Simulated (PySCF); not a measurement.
# C7H10N2: the cost of one run

Computed with PySCF 2.14.0 and routines of our own; the level stands in each step. Atoms count from 0.

### 1 The system as given

19 atoms, charge 1, multiplicity 2; geometry from: GFN2-xTB.

### 2 Open-shell or spin-flip excitations: unrestricted TDA CAM-B3LYP/def2-SVP

The job: settings as JSON, then the geometry in Å.

```
{"job": {"kind": "uabs", "xc": "CAM-B3LYP", "basis": "def2-SVP", "nstates": 10, "tda": true}, "charge": 1, "multiplicity": 2}
C     -2.619984     1.082998    -0.608287
N     -2.032883    -0.089020    -0.032847
C     -0.712087    -0.319512     0.081293
C     -0.299114    -1.545096     0.690532
C      1.041026    -1.832098     0.838332
C      1.997362    -0.936987     0.393571
C      1.609236     0.288299    -0.222436
N      2.563102     1.133326    -0.648805
C      0.254917     0.579580    -0.366187
H     -2.310026     1.200828    -1.650292
H     -2.313185     1.979683    -0.062575
H     -3.702505     1.003423    -0.570843
H     -2.659177    -0.801378     0.316251
H     -1.048177    -2.242566     1.033657
H      1.346471    -2.756668     1.302217
H      3.047704    -1.157299     0.509534
H      2.323658     2.005252    -1.090456
H      3.537558     0.907605    -0.539163
H     -0.033700     1.508882    -0.827885
```

With the program's defaults for keys left out, this is: unrestricted TDA CAM-B3LYP/def2-SVP, vertical, gas phase, core orbitals frozen in the response.

Run with:

```console
OMP_NUM_THREADS=1 python excited_run.py task.json out
```

One launch serves the whole session: the jobs run in the order shown.

Q: Estimate the wall time and peak memory of this first job on 1 thread of Arm Neoverse V1, shared host.

About 91 s, with a peak of 0.78 GiB.
